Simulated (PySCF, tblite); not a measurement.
# CH2BCl5Ge: geometry, infrared bands and NMR shifts

Aim: predict the infrared bands and NMR shifts of CH2BCl5Ge (`Cl[B](Cl)[Ge@H]([Cl])[CH](Cl)Cl`).

Computed with tblite 0.8.0 and PySCF 2.14.0, with density-fitted response routines of our own, on a single molecule in the gas phase. Atoms count from 0, in the outputs and in this text.

### Step 1. Starting geometry

10 atoms, charge 0, multiplicity 1; geometry from: force field or distance geometry start.

Bonds of the start (Å): Cl0–B1 1.84, B1–Cl2 1.86, B1–Ge3 2.02, Ge3–Cl4 2.17, Ge3–C5 1.94, C5–Cl6 1.78, C5–Cl7 1.78, Ge3–H8 1.54, C5–H9 1.11.

### Step 2. Optimising the geometry with GFN2-xTB

What the job is given:

```
{"job": {"kind": "relax", "xc": "GFN2-xTB", "basis": "xTB"}, "charge": 0, "multiplicity": 1}
Cl     1.504800     2.436400    -1.003800
B      1.518500     0.686400    -0.437500
Cl     2.844400    -0.467100    -1.054600
Ge     0.111900     0.031600     0.855700
Cl     0.896500    -1.609300     2.030600
C     -1.396000    -0.584000    -0.204100
Cl    -2.306400     0.886100    -0.635100
Cl    -0.786900    -1.380000    -1.679900
H     -0.299700     1.238500     1.726900
H     -2.078300    -1.234100     0.379500
```

Launch:

```
$ OMP_NUM_THREADS=1 python probes_run.py task.json out
```

One launch serves the whole session: the jobs run in the order shown.

**Question.** This job is followed by: GFN2-xTB harmonic vibrations, gas phase; GIAO PBE0/pcSseg-1 NMR shielding, non-relativistic, gas phase. What will the session give for the following? strongest single infrared mode (GFN2-xTB); zero-point energy (GFN2-xTB); 13C shifts against TMS (PBE0/pcSseg-1); 1H shifts against TMS (PBE0/pcSseg-1); 35Cl shifts against HCl (PBE0/pcSseg-1, means over atoms taken as alike); 11B shifts against BF3·OEt2 (PBE0/pcSseg-1); 73Ge shifts against GeMe4 (PBE0/pcSseg-1).

The runs gave:

| quantity | value |
| --- | --- |
| strongest single infrared mode (GFN2-xTB) | 1830 cm⁻¹, 326 km/mol |
| zero-point energy (GFN2-xTB) | 19.9 kcal/mol |
| 13C shifts against TMS (PBE0/pcSseg-1) | 77.0 ppm |
| 1H shifts against TMS (PBE0/pcSseg-1) | 5.80, 5.53 ppm |
| 35Cl shifts against HCl (PBE0/pcSseg-1, means over atoms taken as alike) | 408, 221, 214, -31 ppm |
| 11B shifts against BF3·OEt2 (PBE0/pcSseg-1) | 67.1 ppm |
| 73Ge shifts against GeMe4 (PBE0/pcSseg-1) | -72 ppm |

What this shows: The optimisation took 108 steps and gained 0.623 eV; among the close pairs (by a distance rule), B1–Cl2 changed most, from 1.863 to 1.693 Å. No mode is imaginary among the 24: a minimum at this level. The strongest single mode, at 1830 cm⁻¹, moves mainly H8. Unscaled tight-binding wavenumbers are off by several per cent, some by more. Its intensities can rank the bands wrongly. C5 stands next to heavy halogen, whose spin-orbit shielding this run leaves out, so the computed shift lies too far downfield, most of all for carbon beside Br or I. H9 (hydrogen on an sp3 CH bonded to 2 Cl and Ge) lies farthest downfield among hydrogen, at 5.80 ppm; its carbon carries Cl, an electronegative neighbour. At PBE0/pcSseg-1: Shielding is most anisotropic at Cl0, Cl2 (span 739 ppm, paramagnetic term -604 ppm). Spin-orbit coupling is left out, which matters for shieldings and couplings at and beside the heavy atoms.
